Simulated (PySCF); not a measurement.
# HBr (hydrogen bromide) at CCSD(T)/cc-pVTZ

Aim: the vertical singlet–triplet gap of HBr (hydrogen bromide) at CCSD(T)/cc-pVTZ, from 2 runs. 

The calculation is run with PySCF 2.14.0.

8 further runs of the same task are left out: 8 set aside as unsound or not needed.

**1. Starting point**

The species is HBr (2 atoms), meant as a singlet with charge 0. As SMILES, `Br`. Geometry: relaxed at PBE0-D4/def2-TZVP.

Bond lengths: Br1–H2 1.420 Å.

**2. A single-point energy at CCSD(T)/cc-pVTZ**

The input, job.py:

```python
from pyscf import gto, cc

system = gto.M(
    atom='''
Br    -0.603220     0.217960    -0.305050
H      0.603220    -0.217960     0.305050
''',
    verbose=4,
    charge=0,
    max_memory=1860,
    spin=0,
    basis='cc-pvtz',
)

calc0 = system.RHF()
calc0.conv_tol = 1e-10
calc0.kernel()
if not calc0.converged:
    calc0 = calc0.newton().run(calc0.mo_coeff, calc0.mo_occ)

mycc = cc.CCSD(calc0, frozen=9)
mycc.kernel()
e_t = mycc.ccsd_t()
e_final = mycc.e_tot + e_t
print('Final energy', e_final)
```

The run is started by

```bash
$ OMP_NUM_THREADS=1 python job.py
```

The program printed:

```text
PySCF version 2.14.0

[INPUT] num. atoms = 2
[INPUT] num. electrons = 36
[INPUT] charge = 0
[INPUT] spin (= nelec alpha-beta = 2S) = 0
[INPUT] symmetry False subgroup None
[INPUT] Mole.unit = angstrom
[INPUT] Symbol           X                Y                Z      unit          X                Y                Z       unit  Magmom
[INPUT]  1 Br    -0.603220000000   0.217960000000  -0.305050000000 AA   -1.139920592860   0.411884706110  -0.576460954299 Bohr   0.0
[INPUT]  2 H      0.603220000000  -0.217960000000   0.305050000000 AA    1.139920592860  -0.411884706110   0.576460954299 Bohr   0.0

nuclear repulsion = 13.0387500136477
number of shells = 16
number of NR pGTOs = 127
number of NR cGTOs = 57
basis = cc-pvtz
ecp = {}

[... 37 lines left out ...]
converged SCF energy = -2573.04832626692
[... 1 line left out ...]
******** <class 'pyscf.cc.ccsd.CCSD'> ********
CC2 = 0
CCSD nocc = 9, nmo = 48
frozen orbitals 9
max_cycle = 50
direct = 0
conv_tol = 1e-07
conv_tol_normt = 1e-05
diis_space = 6
diis_start_cycle = 0
diis_start_energy_diff = 1e+09
Init t2, MP2 energy = -2573.28596364341  E_corr(MP2) -0.237637376493904
Init E_corr(CCSD) = -0.237637376493929
cycle = 1  E_corr(CCSD) = -0.245660848447694  dE = -0.00802347195  norm(t1,t2) = 0.0307255
cycle = 2  E_corr(CCSD) = -0.250622066350393  dE = -0.0049612179  norm(t1,t2) = 0.00914141
cycle = 3  E_corr(CCSD) = -0.251519583119681  dE = -0.000897516769  norm(t1,t2) = 0.00325057
cycle = 4  E_corr(CCSD) = -0.251736252778989  dE = -0.000216669659  norm(t1,t2) = 0.000675055
cycle = 5  E_corr(CCSD) = -0.251691910859883  dE = 4.43419191e-05  norm(t1,t2) = 0.000160787
cycle = 6  E_corr(CCSD) = -0.2516880555721  dE = 3.85528778e-06  norm(t1,t2) = 2.97577e-05
cycle = 7  E_corr(CCSD) = -0.251689728386011  dE = -1.67281391e-06  norm(t1,t2) = 1.07184e-05
cycle = 8  E_corr(CCSD) = -0.251689674649633  dE = 5.37363773e-08  norm(t1,t2) = 2.39556e-06
CCSD converged
E(CCSD) = -2573.300015941566  E_corr = -0.2516896746496332
CCSD(T) correction = -0.00830761392439965
Final energy -2573.30832355549
```

It took 2.7 s on 1 thread of Arm Neoverse V2, shared host; peak memory 0.17 GiB.

**3. The triplet at the same level**

The input, run.py:

```python
from pyscf import gto, scf, cc

mol = gto.Mole()
mol.atom = '''
Br    -0.603220     0.217960    -0.305050
H      0.603220    -0.217960     0.305050
'''
mol.max_memory = 1860
mol.basis = 'cc-pvtz'
mol.verbose = 4
mol.spin = 2
mol.charge = 0
mol.build()

mf = scf.UHF(mol)
mf.conv_tol = 1e-10
mf.kernel()
if not mf.converged:
    mf = mf.newton().run(mf.mo_coeff, mf.mo_occ)

mycc = cc.CCSD(mf, frozen=9)
mycc.kernel()
e_t = mycc.ccsd_t()
energy = mycc.e_tot + e_t
print(f'total energy: {energy:.8f} hartree')
```

The run is started by

```bash
$ OMP_NUM_THREADS=1 python run.py
```

The program printed:

```text
PySCF version 2.14.0

[INPUT] num. atoms = 2
[INPUT] num. electrons = 36
[INPUT] charge = 0
[INPUT] spin (= nelec alpha-beta = 2S) = 2
[INPUT] symmetry False subgroup None
[INPUT] Mole.unit = angstrom
[INPUT] Symbol           X                Y                Z      unit          X                Y                Z       unit  Magmom
[INPUT]  1 Br    -0.603220000000   0.217960000000  -0.305050000000 AA   -1.139920592860   0.411884706110  -0.576460954299 Bohr   0.0
[INPUT]  2 H      0.603220000000  -0.217960000000   0.305050000000 AA    1.139920592860  -0.411884706110   0.576460954299 Bohr   0.0

nuclear repulsion = 13.0387500136477
number of shells = 16
number of NR pGTOs = 127
number of NR cGTOs = 57
basis = cc-pvtz
ecp = {}

[... 19 lines left out ...]
WARN: beta  nocc = 17  HOMO -0.398121787265013 >= LUMO -0.398121787265007
[... 1 line left out ...]
WARN: HOMO 0.06051423662276 >= LUMO -0.398121787265007
[... 46 lines left out ...]
converged SCF energy = -2572.83317539108  <S^2> = 2.0129997  2S+1 = 3.008654
[... 12 lines left out ...]
Init t2, MP2 energy = -0.214257842653684
[... 12 lines left out ...]
UCCSD converged
[... 2 lines left out ...]
total energy: -2573.07206898 hartree
```

It took 11 s on 1 thread of Arm Neoverse V2, shared host; peak memory 0.32 GiB.

**4. Results**

Level: CCSD(T)/cc-pVTZ, 9 core orbitals frozen.

| quantity | value |
| --- | --- |
| singlet: total energy | -2573.30832 Eh |
| singlet: dipole moment (Hartree–Fock density) | 1.02 D |
| singlet: HOMO energy (Hartree–Fock orbitals) | -11.81 eV |
| singlet: LUMO energy (Hartree–Fock orbitals) | 2.95 eV |
| singlet: HOMO–LUMO gap (Hartree–Fock orbitals) | 14.77 eV |
| singlet: correlation energy (9 core orbitals frozen) | -260.0 mEh |
| singlet: (T) correction | -8.31 mEh |
| singlet: T1 diagnostic | 0.005 |
| triplet: total energy | -2573.07207 Eh |
| triplet: dipole moment (Hartree–Fock density) | 1.42 D |
| triplet: HOMO energy (Hartree–Fock orbitals) (highest over α and β) | -5.39 eV |
| triplet: LUMO energy (Hartree–Fock orbitals) (lowest over α and β) | -2.06 eV |
| triplet: correlation energy (9 core orbitals frozen) | -238.9 mEh |
| triplet: (T) correction | -7.18 mEh |
| triplet: ⟨S²⟩ of the reference determinant | 2.013 |
| triplet: T1 diagnostic | 0.007 |
| vertical energy of the triplet above the singlet | 6.429 eV |

What this shows: At this shape the triplet lies 6.43 eV (148 kcal/mol) above the singlet. The triples (singlet) make up 3.2 % of the correlation energy. The triples (triplet) make up 3.0 % of the correlation energy.
